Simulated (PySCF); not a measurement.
# C5H3ClOS: the cost of one run

Computed with PySCF 2.14.0 and routines of our own; the level stands in each step. Atoms count from 0.

### 1 The starting structure

11 atoms, charge 0, multiplicity 1; geometry from: GFN2-xTB.

### 2 Optimising the geometry at PBE0-D3(BJ)/def2-SVP

Job settings and geometry (Å):

```
{"job": {"xc": "PBE0", "basis": "def2-SVP", "d3": "d3bj", "grid": 1, "kind": "geom"}, "charge": 0, "multiplicity": 1}
C     -2.206142    -0.342486    -0.347843
C     -1.111886     0.159925     0.211572
C      0.218301    -0.233433    -0.289158
O      0.379541    -1.002944    -1.214183
C      1.380852     0.368474     0.405939
Cl     1.166214     1.464028     1.752136
C      2.618171     0.105272     0.045541
S      4.038004    -0.254256    -0.441177
H     -2.124237    -1.036921    -1.168783
H     -3.195116    -0.082002    -0.012267
H     -1.158277     0.857012     1.032260
```

Run with:

```
> OMP_NUM_THREADS=1 python excited_run.py task.json out
```

One launch serves the whole session: the jobs run in the order shown.

Q: Estimate the wall time and peak memory of this first job on 1 thread of AMD EPYC 9R45, shared host.

About 24 s, with a peak of 0.61 GiB.
